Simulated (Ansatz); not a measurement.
# Ni6Ir3Pt5Au2: the cost of one run

Program: Ansatz 0.2.0. Level of theory: DFT PBE, scalar-relativistic, plane waves, PAW. These are calculated values, not measurements.

### Step 1. The system as given

The cell holds 16 atoms (Au2Ir3Ni6Pt5): a = 6.616 Å, b = 6.616 Å, c = 6.616 Å, α = 109.47°, β = 109.47°, γ = 109.47°.

The sites of an ideal fcc lattice, at a guessed lattice constant, take 3 Ir, 6 Ni, 2 Au, 5 Pt (sublattices apart by semicolons), with a shake of 0.02 Å. Warren-Cowley parameters of the first shell (negative: unlike neighbours preferred): Au-Ir -0.11, Au-Ni +0.00, Au-Pt -0.07, Ir-Ni -0.04, Ir-Pt +0.02, Ni-Pt -0.02. In a cell this small the draw can fall short of the order aimed at.

As a file:

```
CELL_PARAMETERS angstrom
-3.81959 3.81959 -3.81959
3.81959 3.81959 3.81959
3.81959 -3.81959 -3.81959
ATOMIC_POSITIONS crystal
Ni 0.24923 0.25557 0.50608
Ni 0.49286 0.24487 0.24981
Ni 0.99882 0.99884 0.99675
Ni 0.25018 0.49181 0.24506
Ni 0.99548 0.74619 0.24438
Ni 0.25193 0.75862 0.00409
Ir 0.25355 0.00020 0.75150
Ir 0.00051 0.49572 0.50057
Ir 0.74792 0.75375 0.50229
Pt 0.50348 0.00318 0.49905
Pt 0.74588 0.49248 0.74385
Pt 0.49535 0.74482 0.75007
Pt 0.74889 0.99847 0.25205
Pt 0.75456 0.25241 0.99996
Au 0.00049 0.24989 0.75315
Au 0.49737 0.49795 0.99926
```

### Step 2. Relaxing on a coarse mesh

A cheap relaxation: coarse mesh, no symmetry, loose thresholds.

Input file input.yaml:

```yaml
crystal:
  lattice:
    - [-3.81958952, 3.81958952, -3.81958952]
    - [3.81958952, 3.81958952, 3.81958952]
    - [3.81958952, -3.81958952, -3.81958952]
  atoms:
    - { symbol: Ni, position: [0.2492325289, 0.2555731472, 0.5060832916], spin: 2.0 }
    - { symbol: Ni, position: [0.4928567353, 0.2448730837, 0.249812868], spin: 2.0 }
    - { symbol: Ni, position: [0.9988248908, 0.9988375456, 0.9967502348], spin: 2.0 }
    - { symbol: Ni, position: [0.2501753556, 0.4918070222, 0.245064739], spin: 2.0 }
    - { symbol: Ni, position: [0.9954800367, 0.7461899445, 0.2443838001], spin: 2.0 }
    - { symbol: Ni, position: [0.2519275818, 0.758624761, 0.004086441], spin: 2.0 }
    - { symbol: Ir, position: [0.2535477169, 0.0001978433, 0.7515032686] }
    - { symbol: Ir, position: [0.0005129862, 0.4957181194, 0.5005722448] }
    - { symbol: Ir, position: [0.7479240696, 0.7537472937, 0.5022900135] }
    - { symbol: Pt, position: [0.5034754525, 0.0031771543, 0.4990482456] }
    - { symbol: Pt, position: [0.745884043, 0.4924754355, 0.7438479513] }
    - { symbol: Pt, position: [0.4953519192, 0.7448202983, 0.7500698005] }
    - { symbol: Pt, position: [0.7488908664, 0.9984705944, 0.2520538019] }
    - { symbol: Pt, position: [0.7545607443, 0.2524149619, 0.9999589351] }
    - { symbol: Au, position: [0.0004904124, 0.2498901465, 0.7531487075] }
    - { symbol: Au, position: [0.4973681071, 0.4979450842, 0.9992612723] }
  symmetry: { detect: false }
basis:
  ecutwfc: 420
kpoints:
  mp_grid: { grid: [3, 3, 3], shift: [0.0, 0.0, 0.0] }
hamiltonian:
  xc: pbe
scf:
  occupations: { method: gaussian, width: 0.1 }
  lower_state_search: "off"
output:
  forces: true
  stress: true
  eigenvalues: true
  populations: true
magnetization:
  spin_polarized: true
relax:
  adjacent_minimum: "off"
  f_tol: 0.04
  max_steps: 50
  cell: { stress_tol: 0.3 }
```

On the command line:

```sh
ansatz run input.yaml --threads 4 --pin off --max-ram 9216MiB --backend cpu --events-out ev --progress --plain --runs-dir out
```

Q: Estimate wall time and peak memory on 4 threads of Intel Xeon Platinum 8488C (Sapphire Rapids), shared host.

About 6.5 min, with a peak of 1.7 GiB.
